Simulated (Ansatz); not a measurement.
# C₆H₁₅Cl₃GaP: a ladder of functionals and wavefunction methods

Aim: compute C₆H₁₅Cl₃GaP with functionals from several rungs and with coupled cluster, and see how far each lands from CCSD(T) at the basis-set limit for the atomisation energy.

The runs use Ansatz 0.2.0, Gaussian basis; functionals in def2-TZVPP, the program's frozen cores in correlated methods.

Plan: LDA (SPW92), PBE-D4, revPBE-D4, BLYP-D4, r2SCAN-D4, B97M-V, PBE0-D4, B3LYP-D4, r2SCANh-D4, r2SCAN0-D4, HSE06-D4, BHLYP-D4, CAM-B3LYP-D4, LC-ωPBE, ωB97X-V, ωB97M-V, B2PLYP, PBE-QIDH; CCSD(T)/def2-SVP; CCSD(T)/def2-TZVPP; MP2/def2-QZVPP; extrapolation to the limit; RPA on PBE.

## (1) The relaxed structure

The geometry comes from an earlier relaxation with PBE0-D4 in a triple-zeta def2 set; it is a stationary point, not always the lowest conformer.

26 atoms, charge 0, spin multiplicity 1.

Atoms are counted from 1 here; the program's logs count them from 0.

Bond lengths: C1–C2 1.523 Å, C1–H12 1.091 Å, C1–H13 1.091 Å, C1–H14 1.091 Å, C2–P3 1.818 Å, C2–H15 1.093 Å, C2–H16 1.095 Å, P3–C4 1.818 Å, P3–C6 1.818 Å, P3–Ga8 2.392 Å, C4–C5 1.523 Å, C4–H17 1.093 Å, C4–H18 1.095 Å, C5–H19 1.091 Å, C5–H20 1.091 Å, C5–H21 1.091 Å, C6–C7 1.523 Å, C6–H22 1.095 Å and more. Angles: C2–C1–H12 112.0°, C2–C1–H13 109.9°, C2–C1–H14 111.3°, H12–C1–H13 107.7°, H12–C1–H14 108.1°, H13–C1–H14 107.8°, C1–C2–P3 113.1°, C1–C2–H15 110.0°, C1–C2–H16 111.7°, P3–C2–H15 105.9°, P3–C2–H16 108.3°, H15–C2–H16 107.6°, C2–P3–C4 107.3°, C2–P3–C6 107.3°, C2–P3–Ga8 111.6°, C4–P3–C6 107.3°, C4–P3–Ga8 111.6°, C6–P3–Ga8 111.6° and more.

## (2) LDA

This LDA is Slater exchange with PW92 correlation.

in.yaml

```yaml
crystal:
  periodic: [false, false, false]
  atoms:
    - {symbol: C, position_ang: [1.442552, 2.321836, 0.592994]}
    - {symbol: C, position_ang: [0.675710, 1.176873, 1.240446]}
    - {symbol: P, position_ang: [-0.037967, 0.021999, 0.031635]}
    - {symbol: C, position_ang: [-1.262972, 0.947363, -0.941631]}
    - {symbol: C, position_ang: [-1.968089, 0.091027, -1.984572]}
    - {symbol: C, position_ang: [-0.940066, -1.249104, 0.966970]}
    - {symbol: C, position_ang: [-0.036086, -2.091059, 1.857000]}
    - {symbol: Ga, position_ang: [1.646920, -0.943478, -1.364846]}
    - {symbol: Cl, position_ang: [1.864623, 0.483259, -2.993371]}
    - {symbol: Cl, position_ang: [0.805922, -2.860187, -1.959927]}
    - {symbol: Cl, position_ang: [3.385654, -1.092520, -0.064936]}
    - {symbol: H, position_ang: [0.794372, 2.955812, -0.014381]}
    - {symbol: H, position_ang: [1.892397, 2.949907, 1.363759]}
    - {symbol: H, position_ang: [2.245909, 1.949208, -0.045076]}
    - {symbol: H, position_ang: [1.348611, 0.580425, 1.862523]}
    - {symbol: H, position_ang: [-0.131696, 1.543317, 1.883438]}
    - {symbol: H, position_ang: [-0.708885, 1.752687, -1.431552]}
    - {symbol: H, position_ang: [-1.974723, 1.408989, -0.248925]}
    - {symbol: H, position_ang: [-1.252974, -0.363276, -2.672748]}
    - {symbol: H, position_ang: [-2.553754, -0.708882, -1.528423]}
    - {symbol: H, position_ang: [-2.650526, 0.707935, -2.571600]}
    - {symbol: H, position_ang: [-1.729621, -0.755665, 1.543762]}
    - {symbol: H, position_ang: [-1.424209, -1.883148, 0.219196]}
    - {symbol: H, position_ang: [-0.621518, -2.868134, 2.351312]}
    - {symbol: H, position_ang: [0.746340, -2.581696, 1.275219]}
    - {symbol: H, position_ang: [0.444067, -1.493478, 2.633724]}
basis:
  gaussian: {orbitals: def2-TZVPP}
hamiltonian: {xc: lda}
output: {orbitals: {seedname: orbitals}}
```

Command:

```console
ansatz run in.yaml --threads 11 --pin off --events-out ev --progress --plain --max-ram 174080MiB --backend cuda --devices 0, --max-vram 75GiB
```

The runs that follow: PBE-D4 (GGA); revPBE-D4 (GGA); BLYP-D4 (GGA); r2SCAN-D4 (meta-GGA); B97M-V (meta-GGA); B3LYP-D4 (hybrid); r2SCANh-D4 (hybrid); r2SCAN0-D4 (hybrid); HSE06-D4 (hybrid); BHLYP-D4 (hybrid); CAM-B3LYP-D4 (range-separated); LC-ωPBE (range-separated); ωB97X-V (range-separated); ωB97M-V (range-separated); B2PLYP (double hybrid); PBE-QIDH (double hybrid); CCSD(T) in def2-SVP; CCSD(T) in def2-TZVPP; MP2 in def2-QZVPP; RPA on PBE orbitals.

Q: Predict the results of all the runs planned. Wanted: atomisation energy, CCSD(T)/CBS; farthest beyond LDA; mean size of error, GGA; mean size of error, meta-GGA; mean size of error, hybrid; mean size of error, range-separated; mean size of error, double hybrid; gap, smallest and largest; T1 diagnostic.

**Answer**, as computed:

```
                               quantity                                                                                                                                 value
        atomisation energy, CCSD(T)/CBS                                                                                                                         9720.8 kJ/mol
 functionals within 97.2 kJ/mol (1.0 %)  revPBE-D4, r2SCAN-D4, B97M-V, PBE0-D4, B3LYP-D4, r2SCANh-D4, r2SCAN0-D4, HSE06-D4, CAM-B3LYP-D4, LC-ωPBE, ωB97X-V, ωB97M-V, PBE-QIDH
                    farthest beyond LDA                                                                                                              BHLYP-D4 (-194.8 kJ/mol)
                mean size of error, GGA                                                                                                                           98.7 kJ/mol
           mean size of error, meta-GGA                                                                                                                           42.8 kJ/mol
             mean size of error, hybrid                                                                                                                           67.1 kJ/mol
    mean size of error, range-separated                                                                                                                           33.6 kJ/mol
      mean size of error, double hybrid                                                                                                                           76.7 kJ/mol
              gap, smallest and largest                                                                                             5.46 eV (LDA (SPW92)), 12.67 eV (LC-ωPBE)
                          T1 diagnostic                                                                                                                                0.0103
triples share of the correlation energy                                                                                                                                 4.1 %
```

**Reading.** The LDA atomisation energy is off by 1283.4 kJ/mol (13 %): it overbinds. PBE-D4 misses by +146.9 kJ/mol. Double hybrids carry the basis error of their MP2 part in triple zeta, and no dispersion term here, so their miss is partly the set-up's. The rungs range-separated, meta-GGA, hybrid, double hybrid miss on average by less than the doubt on the reference (97.2 kJ/mol), so they tie. Misses under about 97.2 kJ/mol are within the doubt on the reference itself, which lacks core-valence correlation, relativity and higher excitations, and its outer-core shells are covered unevenly. Hartree-Fock recovers 75 % of the binding; the rest is correlation. CCSD(T) in def2-SVP is off by -461.1 kJ/mol, so the small basis spoils what the method gains. Orbital gaps span 5.5 to 12.7 eV; exact exchange widens them. Correlated methods include outer-core shells of Ga, which these sets cover unevenly.
